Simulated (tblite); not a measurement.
# C8H17BO: the cost of one run

Computed with tblite 0.8.0 and PySCF 2.14.0, with density-fitted response routines of our own, on a single molecule in the gas phase. Atoms are numbered from 0 throughout.

## (1) Starting geometry

27 atoms, charge 0, multiplicity 1; geometry from: force field or distance geometry start.

Bonds of the start (Å): C0–C1 1.51, C1–C2 1.54, C1–O3 1.42, O3–C4 1.43, C4–B5 1.61, B5–C6 1.60, C6–C7 1.54, C7–C8 1.54, C8–C9 1.55, C9–C4 1.54, C0–H10 1.12, C0–H11 1.12, C0–H12 1.09, C1–H13 1.12, C2–H14 1.13, C2–H15 1.11, C2–H16 1.11, C4–H17 1.11, B5–H18 1.17, C6–H19 1.12, C6–H20 1.10, C7–H21 1.10, C7–H22 1.11, C8–H23 1.10, C8–H24 1.11, C9–H25 1.12, C9–H26 1.12.

## (2) Relaxing the molecule with GFN2-xTB

Job settings and geometry (Å):

```
{"job": {"kind": "relax", "xc": "GFN2-xTB", "basis": "xTB"}, "charge": 0, "multiplicity": 1}
C     -3.127400     0.313100    -1.304900
C     -2.182300    -0.168800    -0.229100
C     -2.865800    -0.165800     1.147900
O     -1.054200     0.699300    -0.199000
C      0.133300     0.001300     0.169500
B      0.871400    -0.522500    -1.159000
C      2.383900    -1.003000    -0.980100
C      3.177300     0.018100    -0.136800
C      2.459600     0.356500     1.178800
C      1.060200     0.969300     0.919500
H     -3.467400     1.354800    -1.095500
H     -4.032300    -0.346600    -1.356700
H     -2.630200     0.298500    -2.280100
H     -1.901900    -1.225400    -0.483500
H     -3.183800     0.879800     1.417500
H     -2.191800    -0.543800     1.941200
H     -3.773800    -0.810000     1.125800
H     -0.053300    -0.873500     0.834100
H      0.424800    -0.324100    -2.225300
H      2.386500    -1.987700    -0.453100
H      2.854400    -1.121600    -1.968500
H      4.171900    -0.405400     0.091600
H      3.332700     0.949900    -0.721200
H      3.064300     1.085100     1.741500
H      2.354000    -0.550100     1.805900
H      0.587900     1.231200     1.895100
H      1.182100     1.918000     0.336500
```

Launch:

```
OMP_NUM_THREADS=1 python probes_run.py task.json out
```

The driver reads the jobs from task.json and runs them one after another.

**Question.** How long does this first job take on 1 thread of Arm Neoverse V1, shared host, and how much memory does it need?

About 1.2 s, with a peak of 0.18 GiB.
